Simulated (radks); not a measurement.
**F in 1s1 2s2 2p5 3d1: an all-electron calculation**

One table from this session's results is given with a row withheld; the runs are named, their logs left out.

Method: non-relativistic Kohn-Sham, PBE, spin-polarised, spherical densities, point nucleus; open shells are filled with parallel spins first. Code: radks (a radial shooting solver on a logarithmic mesh, Libxc functionals) version 1.

## The system

* element: fluorine (Z = 9)
* charge: 0
* electrons: 9
* configuration: 1s1 2s2 2p5 3d1

The outer shells:

F
```
1s [↑ ]
2s [↑↓]
2p [↑↓][↑↓][↑ ]
3d [↑ ][  ][  ][  ][  ]
```

Set-up of the first run:

Input:

```text
Z 9
configuration 1s1 2s2 2p5 3d1
relativity non-relativistic
functional pbe,pbe
spin polarised
nucleus point
```

Among the steps run: Self-consistent calculation.

One table of the session follows, with a row left open; its other results are not shown here.

It belongs to the step «Orbitals and density». Radial moments (bohr):

```
  level     <r>  outermost maximum (interpolated)  90 % within
  1s up  0.1697                             0.112        0.302
1s down  0.1738                             0.113        0.311
  2s up  0.8978                             0.702         1.43
2s down  0.9256                             0.721         1.48
  2p up       ?                                 ?            ?
2p down  0.9094                             0.622         1.56
  3d up   9.858                              8.96         14.5
```

Estimate the missing values for 2p up.

The run gave: <r>: 0.8650; outermost maximum (interpolated): 0.598; 90 % within: 1.48. In the column «<r>» it lies between 1s down (0.1738) and 2s up (0.8978).
